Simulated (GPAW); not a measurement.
# Si in GPAW: the effect of strain hydrostatic

The system is Si.

```
Si
1.0
     0.00000    2.61298    2.61298
     2.61298    0.00000    2.61298
     2.61298    2.61298    0.00000
Si
2
Direct
  0.50000 0.50000 0.50000
  0.75000 0.75000 0.75000
```

Alike in all runs:

- Program: GPAW 26.7.0
- Task: band structure
- Functional: PBEsol
- Potentials or basis: PAW data sets generated in the run's folder for this functional
- Cutoff: 600 eV
- Basis: pw
- k mesh: 8 × 8 × 8
- Occupations: fermi-dirac, width 0.05 eV
- Spin: no spin polarisation
- Maxiter: 150
- Band path: GXWKGLUWLK,UX
- Band points: 80

Task: One run gave: gap on the mesh 0.52 eV; pressure -0.3 GPa. Which strain hydrostatic did it use?
A. -0.01
B. 0.01
C. 0
D. -0.04
E. -0.02

Result: C.

```csv
strain hydrostatic,gap on the mesh (eV),pressure (GPa)
-0.04,0.30,14.4
-0.02,0.42,6.1
-0.01,0.47,2.7
0,0.52,-0.3
0.01,0.57,-2.9
0.02,0.61,-5.1
0.04,0.69,-8.7
```

Caveats: the density grid can change from cell to cell, which puts small steps into energies and stress.

A k mesh can miss the band edges.
